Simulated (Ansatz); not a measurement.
Crystal: WF.

```
W F
1.0
     1.36589    0.78860    5.06960
    -1.36589    0.78860    5.06960
     0.00000   -1.57719    5.06960
W F
1 1
Direct
  0.81412 0.81412 0.81412
  0.93712 0.93712 0.93712
```

The cell was built by a generator and needn't be a form met in nature.

Base run:

```yaml
Program: Ansatz 0.2.0
Functional: PBE
Potentials_or_basis: Ansatz PAW
Cutoff: "420 eV (not typed: the program's choice for these potentials)"
k_mesh: 11 × 11 × 11
Occupations: fermi-dirac, width 0.05 eV
Spin: no spin polarisation
Hubbard_terms: W d U = 4 eV
```

Its results: band gap on the k mesh none (metal or under the smearing width); pressure 1.9 GPa; largest force 0.068 eV/Å.

**Question.** The run is repeated on the same cell with these changes: hubbard terms from W d U = 4 eV to W d U = 2 eV. What comes out?

**Answer.** Band gap on the k mesh none (metal or under the smearing width); pressure 1.1 GPa; largest force 0.018 eV/Å.

Caveats: an odd number of electrons without spin polarisation forces a metal; a magnetic or distorted state may lie lower; U without spin polarisation on a metal has little footing; the density of states is complete only up to the lowest level of the last band computed.
